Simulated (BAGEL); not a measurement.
# HF/def2-SVP (density fitting with qzvpp-jkfit) run of Si2H2OF2 (SMILES F[Si]1(F)O[SiH2]1)

Aim: the vertical ionisation energy of Si2H2OF2 at HF/def2-SVP (density fitting with qzvpp-jkfit), from 2 runs. 

The calculation is run with BAGEL 1.2.2.

**1. Starting point**

Si2H2OF2 has 7 atoms, charge 0, and is taken as a singlet. As SMILES, `F[Si]1(F)O[SiH2]1`. Geometry: relaxed at PBE0-D4/def2-TZVP.

Bond lengths: F1–Si2 1.578 Å, Si2–F3 1.578 Å, Si2–O4 1.648 Å, Si2–Si5 2.174 Å, O4–Si5 1.718 Å, Si5–H6 1.482 Å, Si5–H7 1.482 Å. Some angles: F1–Si2–F3 105.1°, F1–Si2–O4 114.7°, F1–Si2–Si5 127.3°, F3–Si2–O4 114.7°, F3–Si2–Si5 127.3°, O4–Si2–Si5 51.2°, Si2–O4–Si5 80.4°, Si2–Si5–O4 48.4°, Si2–Si5–H6 124.7°, Si2–Si5–H7 124.7°.

**2. A single-point energy at HF/def2-SVP (density fitting with qzvpp-jkfit)**

job.json reads:

```json
{ "bagel": [

{
  "title": "molecule",
  "basis": "svp",
  "df_basis": "qzvpp-jkfit",
  "angstrom": "true",
  "geometry": [
    { "atom": "F", "xyz": [    0.424200,   -1.612100,    1.693800 ] },
    { "atom": "Si", "xyz": [    0.037900,   -1.026000,    0.280100 ] },
    { "atom": "F", "xyz": [   -0.194200,   -2.288000,   -0.639100 ] },
    { "atom": "O", "xyz": [    1.103500,    0.077900,   -0.322100 ] },
    { "atom": "Si", "xyz": [   -0.304800,    1.058600,   -0.232800 ] },
    { "atom": "H", "xyz": [   -0.202300,    2.188800,    0.720000 ] },
    { "atom": "H", "xyz": [   -0.802800,    1.532800,   -1.545500 ] }
  ]
},
{
  "title": "hf"
},
{
  "title": "print",
  "file": "orbitals.molden",
  "orbitals": "true"
}

]}
```

The run is started by

```
$ BAGEL_NUM_THREADS=1 BAGEL job.json > job.out
```

The log of the run:

```text
* using 1 threads per process

  ===============================================================
  ===============================================================

  *** Geometry ***

  { "atom" : "F", "xyz" : [      0.801622,     -3.046427,      3.200818 ] },
  { "atom" : "Si", "xyz" : [      0.071621,     -1.938859,      0.529312 ] },
  { "atom" : "F", "xyz" : [     -0.366985,     -4.323693,     -1.207724 ] },
  { "atom" : "O", "xyz" : [      2.085313,      0.147210,     -0.608681 ] },
  { "atom" : "Si", "xyz" : [     -0.575989,      2.000464,     -0.439928 ] },
  { "atom" : "H", "xyz" : [     -0.382292,      4.136233,      1.360603 ] },
  { "atom" : "H", "xyz" : [     -1.517072,      2.896572,     -2.920572 ] },

  Number of auxiliary basis functions:      523

  Since a DF basis is specified, we compute 2- and 3-index integrals:
    o Being stored without compression. Storage requirement is 0.032 GB

  Number of basis functions:       88
  Number of electrons      :       56

    * METHOD: MOLECULE                             0.19

  *** RHF ***

  === Nuclear Repulsion ===
   309.6765264410

      * DIIS with orbital gradients will be used.

  === RHF iteration (svp) ===
      0       -852.14192176          0.02382774           0.07
      1       -852.32956080          0.01769713           0.06
      2       -852.49426452          0.00146859           0.06
      3       -852.49595160          0.00084827           0.06
      4       -852.49641453          0.00010216           0.06
      5       -852.49643118          0.00002834           0.07
      6       -852.49643282          0.00000854           0.06
      7       -852.49643298          0.00000264           0.06
      8       -852.49643299          0.00000101           0.06
      9       -852.49643299          0.00000035           0.07
     10       -852.49643299          0.00000010           0.06
     11       -852.49643299          0.00000004           0.06
     12       -852.49643299          0.00000001           0.06
     13       -852.49643299          0.00000000           0.06
    * SCF iteration converged.

    * Permanent dipole moment:
           (    0.817223,    -0.852645,     0.030276) a.u.

    * METHOD: HF                                   1.03

    * METHOD: PRINT                                0.01

  ===============================================================
```

Wall time 1.4 s (1 thread of Intel Xeon 6975P-C (Granite Rapids), shared host); peak memory 0.14 GiB.

**3. The doublet cation, same level**

hf.json reads:

```json
{ "bagel": [

{
  "title": "molecule",
  "basis": "svp",
  "df_basis": "qzvpp-jkfit",
  "angstrom": true,
  "geometry": [
    { "atom": "F", "xyz": [    0.424200,   -1.612100,    1.693800 ] },
    { "atom": "Si", "xyz": [    0.037900,   -1.026000,    0.280100 ] },
    { "atom": "F", "xyz": [   -0.194200,   -2.288000,   -0.639100 ] },
    { "atom": "O", "xyz": [    1.103500,    0.077900,   -0.322100 ] },
    { "atom": "Si", "xyz": [   -0.304800,    1.058600,   -0.232800 ] },
    { "atom": "H", "xyz": [   -0.202300,    2.188800,    0.720000 ] },
    { "atom": "H", "xyz": [   -0.802800,    1.532800,   -1.545500 ] }
  ]
},
{
  "title": "uhf",
  "charge": 1,
  "nopen": 1
},
{
  "title": "print",
  "file": "orbitals.molden",
  "orbitals": true
}

]}
```

The run is started by

```
$ BAGEL_NUM_THREADS=1 BAGEL hf.json > hf.out
```

The log of the run:

```text
* using 1 threads per process

  ===============================================================
  ===============================================================

  *** Geometry ***

  { "atom" : "F", "xyz" : [      0.801622,     -3.046427,      3.200818 ] },
  { "atom" : "Si", "xyz" : [      0.071621,     -1.938859,      0.529312 ] },
  { "atom" : "F", "xyz" : [     -0.366985,     -4.323693,     -1.207724 ] },
  { "atom" : "O", "xyz" : [      2.085313,      0.147210,     -0.608681 ] },
  { "atom" : "Si", "xyz" : [     -0.575989,      2.000464,     -0.439928 ] },
  { "atom" : "H", "xyz" : [     -0.382292,      4.136233,      1.360603 ] },
  { "atom" : "H", "xyz" : [     -1.517072,      2.896572,     -2.920572 ] },

  Number of auxiliary basis functions:      523

  Since a DF basis is specified, we compute 2- and 3-index integrals:
    o Being stored without compression. Storage requirement is 0.032 GB

  Number of basis functions:       88
  Number of electrons      :       56

    * METHOD: MOLECULE                             0.19

  *** Open-shell HF ***

  === Nuclear Repulsion ===
   309.6765264410

      * DIIS with orbital gradients will be used.

  === UHF iteration (svp) ===
      0       -851.76799329          0.04872995           0.14
      1       -851.96110846          0.03748462           0.14
      2       -852.04983870          0.02702663           0.13
      3       -852.14843240          0.00177991           0.13
      4       -852.14946731          0.00090388           0.16
      5       -852.15005408          0.00051829           0.17
      6       -852.15037866          0.00039424           0.14
      7       -852.15076182          0.00022845           0.14
      8       -852.15088075          0.00005532           0.14
      9       -852.15088353          0.00002453           0.14
     10       -852.15088424          0.00001228           0.14
     11       -852.15088446          0.00000755           0.14
     12       -852.15088456          0.00000344           0.14
     13       -852.15088458          0.00000175           0.14
     14       -852.15088459          0.00000089           0.14
     15       -852.15088459          0.00000029           0.14
     16       -852.15088459          0.00000014           0.14
     17       -852.15088459          0.00000009           0.14
     18       -852.15088459          0.00000007           0.14
     19       -852.15088459          0.00000004           0.14
     20       -852.15088459          0.00000002           0.14
     21       -852.15088459          0.00000001           0.13
    * SCF iteration converged.

    * S^2 (UHF) is 0.7700

    * Permanent dipole moment:
           (    1.314757,    -2.176277,     0.281841) a.u.

    * METHOD: UHF                                  3.23

    * METHOD: PRINT                                0.01

  ===============================================================
```

Wall time 3.6 s (1 thread of Intel Xeon 6975P-C (Granite Rapids), shared host); peak memory 0.14 GiB.

**4. Results**

Level: HF/def2-SVP (density fitting with qzvpp-jkfit).

```
                                          quantity          value
                    singlet Si2H2OF2: total energy  -852.49643 Eh
                   singlet Si2H2OF2: dipole moment         3.00 D
                     singlet Si2H2OF2: HOMO energy      -10.57 eV
                     singlet Si2H2OF2: LUMO energy        2.12 eV
                   singlet Si2H2OF2: HOMO–LUMO gap       12.69 eV
                      doublet cation: total energy  -852.15088 Eh
                              doublet cation: ⟨S²⟩          0.770
vertical ionisation energy (to the doublet cation)       9.403 eV
```

What this shows: Removing an electron at fixed nuclei costs 9.40 eV (217 kcal/mol). −ε(HOMO) before ionisation, 10.57 eV, is 1.17 eV above this ionisation energy.
